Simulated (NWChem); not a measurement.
# TPSSh/DGauss-DZVP run of CH5In (SMILES [CH3][InH2])

Aim: the vertical ionisation energy of CH5In at TPSSh/DGauss-DZVP, from 2 runs. 

Program for the calculation: NWChem 7.3.0.

2 further runs of the same task are left out: 2 that didn't finish.

### Step 1. Starting point

The species is CH5In (7 atoms), meant as a singlet with charge 0. As SMILES, `[CH3][InH2]`. The shape is that of a PBE0-D4/def2-TZVP optimisation.

Bond lengths: C1–In2 2.153 Å, C1–H3 1.090 Å, C1–H4 1.093 Å, C1–H5 1.091 Å, In2–H6 1.730 Å, In2–H7 1.731 Å. Angles: C1–In2–H6 120.8°, C1–In2–H7 120.0°, In2–C1–H3 111.6°, In2–C1–H4 109.1°, In2–C1–H5 110.7°, H6–In2–H7 119.3°, H3–C1–H4 108.3°, H3–C1–H5 109.4°, H4–C1–H5 107.6°.

### Step 2. A single-point energy at TPSSh/DGauss-DZVP

Input file calc.nw:

```
echo
start calc
title "CH5In"
memory stack 880 mb heap 220 mb global 1100 mb

geometry units angstrom noautosym nocenter noautoz
  C    -0.528500   -0.700600   -0.498600
  In    0.594300    0.783800    0.584000
  H    -1.415600   -1.012400    0.052500
  H    -0.848300   -0.280000   -1.455900
  H     0.091200   -1.573000   -0.712000
  H    -0.133500    1.677000    1.874900
  H     2.240400    1.105200    0.155100
end

basis spherical bse
  C library DGauss-DZVP
  In library DGauss-DZVP
  H library DGauss-DZVP
end

dft
  xc xctpssh
  grid fine
  convergence energy 1e-08
  iterations 100
  mulliken
  noprint "final vectors analysis"
end

task dft energy
```

The run is started by

```
$ nwchem calc.nw > calc.out
```

The program printed:

```text
[...]
          Wavefunction type:  closed shell.
          No. of atoms     :     7
          No. of electrons :    60
[...]
          Charge           :     0
          Spin multiplicity:     1
[...]
          AO basis - number of functions:    60
[...]
              XC Information
              --------------
                  TPSS hybrid Method XC Functional
                     Hartree-Fock (Exact) Exchange  0.100
                  TPSS metaGGA Exchange Functional  0.900
             TPSS03 metaGGA Correlation Functional  1.000
[...]
 d= 0,ls=0.0,diis     1  -5782.7212622799 -5.93D+03  1.43D-02  1.89D-01     3.1
[...]
 d= 0,ls=0.0,diis     7  -5782.7455475338 -6.75D-09  4.35D-07  5.24D-10    11.9
         Total DFT energy =    -5782.745547533836
      One electron energy =    -8257.856273744901
           Coulomb energy =     2494.990660176215
    Exchange-Corr. energy =     -163.072252813720
 Nuclear repulsion energy =      143.192318848571
[...]
      Total Density - Mulliken Population Analysis
     ---------------------------------------------
    Atom       Charge   Shell Charges
 -----------   ------   -------------------------------------------------------
    1 C    6     6.90   2.00  0.75  0.69  2.63  0.80  0.03
    2 In  49    48.74   2.00  2.00  2.00  2.00  0.84  0.28  6.00  5.99  6.01  1.47  0.03 10.00  9.92  0.20
    3 H    1     0.76   0.57  0.19
    4 H    1     0.77   0.57  0.20
    5 H    1     0.76   0.57  0.19
    6 H    1     1.03   0.52  0.51
    7 H    1     1.03   0.52  0.51
[...]
```

Run time: 13 s. Hardware: 1 thread of Intel Xeon 6975P-C (Granite Rapids), shared host; peak memory 0.11 GiB.

### Step 3. The doublet cation, same level

Input file a.xyz:

```xyz
7
CH5In
C     -0.528500    -0.700600    -0.498600
In     0.594300     0.783800     0.584000
H     -1.415600    -1.012400     0.052500
H     -0.848300    -0.280000    -1.455900
H      0.091200    -1.573000    -0.712000
H     -0.133500     1.677000     1.874900
H      2.240400     1.105200     0.155100
```

Input file a.nw:

```
echo
start a
title "CH5In"
memory 2200 mb
charge 1

geometry units angstroms noautosym nocenter noautoz
  load a.xyz
end

basis spherical bse
  C library DGauss-DZVP
  In library DGauss-DZVP
  H library DGauss-DZVP
end

dft
  xc xctpssh
  mult 2
  grid fine
  convergence energy 1e-08
  iterations 100
  mulliken
  print low
end

task dft energy
```

The run is started by

```
$ nwchem a.nw > a.out
```

The program printed:

```text
[...]
 d= 0,ls=0.0,diis     1  -5782.2201098896 -5.93D+03  1.85D-02  3.36D-01     2.9
[...]
 d= 0,ls=0.0,diis    17  -5782.3872846999 -8.19D-11  6.48D-08  1.45D-12    34.1
[...]
         Total DFT energy =    -5782.387284699877
      One electron energy =    -8242.184403786183
           Coulomb energy =     2479.385408610977
    Exchange-Corr. energy =     -162.780608373243
 Nuclear repulsion energy =      143.192318848571
[...]
      Total Density - Mulliken Population Analysis
     ---------------------------------------------
    Atom       Charge   Shell Charges
 -----------   ------   -------------------------------------------------------
    1 C    6     6.72   2.00  0.79  0.73  2.58  0.58  0.03
    2 In  49    48.52   2.00  2.00  2.00  2.00  0.96  0.19  6.00  5.99  6.01  1.28 -0.04 10.00  9.93  0.20
    3 H    1     0.67   0.55  0.11
    4 H    1     0.67   0.55  0.12
    5 H    1     0.67   0.55  0.12
    6 H    1     0.88   0.50  0.37
    7 H    1     0.88   0.50  0.37
[...]
      <S2> =      0.7569 (Exact =     0.7500)
[...]
```

Wall time 35 s (1 thread of Intel Xeon 6975P-C (Granite Rapids), shared host); peak memory 0.11 GiB.

### Step 4. Results

Level: TPSSh/DGauss-DZVP.

| quantity | value |
| --- | --- |
| singlet CH5In: total energy | -5782.74555 Eh |
| singlet CH5In: dipole moment | 0.63 D |
| doublet cation: total energy | -5782.38728 Eh |
| doublet cation: ⟨S²⟩ | 0.757 |
| vertical ionisation energy (to the doublet cation) | 9.749 eV |

**Reading.** The vertical ionisation energy comes to 9.75 eV (225 kcal/mol). Mulliken charges (singlet CH5In) run from -0.90 on C1 to +0.26 on In2. Mulliken charges (doublet cation) run from -0.72 on C1 to +0.48 on In2.
